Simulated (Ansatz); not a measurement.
**CH2OSSe: a ladder of functionals and wavefunction methods**

One table from this session's results is given with a row withheld; the runs are named, their logs left out.

Method: functionals in def2-TZVPP, the program's frozen cores in correlated methods; program: Ansatz 0.2.0, Gaussian basis.

The runs, in order: LDA (SPW92), PBE-D4, revPBE-D4, BLYP-D4, r2SCAN-D4, B97M-V, PBE0-D4, B3LYP-D4, r2SCANh-D4, r2SCAN0-D4, HSE06-D4, BHLYP-D4, CAM-B3LYP-D4, LC-ωPBE, ωB97X-V, ωB97M-V, B2PLYP, PBE-QIDH; CCSD(T)/def2-SVP; CCSD(T)/def2-TZVPP; MP2/def2-QZVPP; extrapolation to the limit; RPA on PBE.

### The geometry

An earlier PBE0-D4 in a triple-zeta def2 set relaxation fixed the geometry.

6 atoms, charge 0, spin multiplicity 1.

Atoms are counted from 1 here; the program's logs count them from 0.

Bond lengths: O1–C2 1.329 Å, O1–H5 0.971 Å, C2–S3 1.623 Å, C2–Se4 1.887 Å, Se4–H6 1.472 Å. Angles: C2–O1–H5 106.6°, O1–C2–S3 125.1°, O1–C2–Se4 112.8°, S3–C2–Se4 122.1°, C2–Se4–H6 95.5°.

Set-up of the first run:

in.yaml

```yaml
crystal:
  periodic: [false, false, false]
  atoms:
    - {symbol: O, position_ang: [0.760779, 0.144346, -0.753348]}
    - {symbol: C, position_ang: [0.122376, -0.259657, 0.339584]}
    - {symbol: S, position_ang: [0.764055, -1.191206, 1.504054]}
    - {symbol: Se, position_ang: [-1.656150, 0.366370, 0.421132]}
    - {symbol: H, position_ang: [1.657361, -0.224767, -0.703898]}
    - {symbol: H, position_ang: [-1.606322, 1.100914, -0.853724]}
basis:
  gaussian: {orbitals: def2-TZVPP}
hamiltonian: {xc: lda}
output: {orbitals: {seedname: orbitals}}
```

The run is started by

```sh
ansatz run in.yaml --threads 2 --pin off --events-out ev --progress --plain --max-ram 4352MiB
```

Among the steps run: LDA; PBE-D4 (GGA); revPBE-D4 (GGA); BLYP-D4 (GGA); r2SCAN-D4 (meta-GGA); B97M-V (meta-GGA); PBE0-D4 (hybrid); B3LYP-D4 (hybrid); r2SCANh-D4 (hybrid); r2SCAN0-D4 (hybrid); HSE06-D4 (hybrid); BHLYP-D4 (hybrid); CAM-B3LYP-D4 (range-separated); LC-ωPBE (range-separated); ωB97X-V (range-separated); ωB97M-V (range-separated); B2PLYP (double hybrid); PBE-QIDH (double hybrid).

One table of the session follows, with a row left open; its other results are not shown here.

It belongs to the step «Frontier levels by functional». 

| functional | HOMO (eV) | LUMO (eV) | gap (eV) |
| --- | --- | --- | --- |
| LDA (SPW92) | -6.01 | -2.69 | 3.32 |
| PBE-D4 | -5.84 | -2.48 | 3.37 |
| revPBE-D4 | -5.78 | -2.40 | 3.38 |
| BLYP-D4 | -5.67 | -2.33 | 3.34 |
| r2SCAN-D4 | ? | ? | ? |
| B97M-V | -6.13 | -2.29 | 3.84 |
| PBE0-D4 | -7.05 | -1.64 | 5.41 |
| B3LYP-D4 | -6.80 | -1.83 | 4.97 |
| r2SCANh-D4 | -6.54 | -2.05 | 4.49 |
| r2SCAN0-D4 | -7.22 | -1.57 | 5.64 |
| HSE06-D4 | -6.65 | -2.02 | 4.63 |
| BHLYP-D4 | -8.11 | -0.61 | 7.49 |
| CAM-B3LYP-D4 | -8.36 | -0.53 | 7.82 |
| LC-ωPBE | -9.73 | 0.50 | 10.23 |
| ωB97X-V | -9.38 | 0.50 | 9.88 |
| ωB97M-V | -9.21 | 0.49 | 9.70 |

**Question.** Estimate the row for r2SCAN-D4.

Worked estimate for «HOMO (eV)». Against the share of exact exchange, r2SCANh-D4 (0.1, -6.54), r2SCAN0-D4 (0.25, -7.22) give a slope of -4.53 per unit share; at 0 the line stands at -6.09.

**Answer.** HOMO (eV): -6.09; LUMO (eV): -2.37; gap (eV): 3.72. In «HOMO (eV)» the line misses by 0.00.
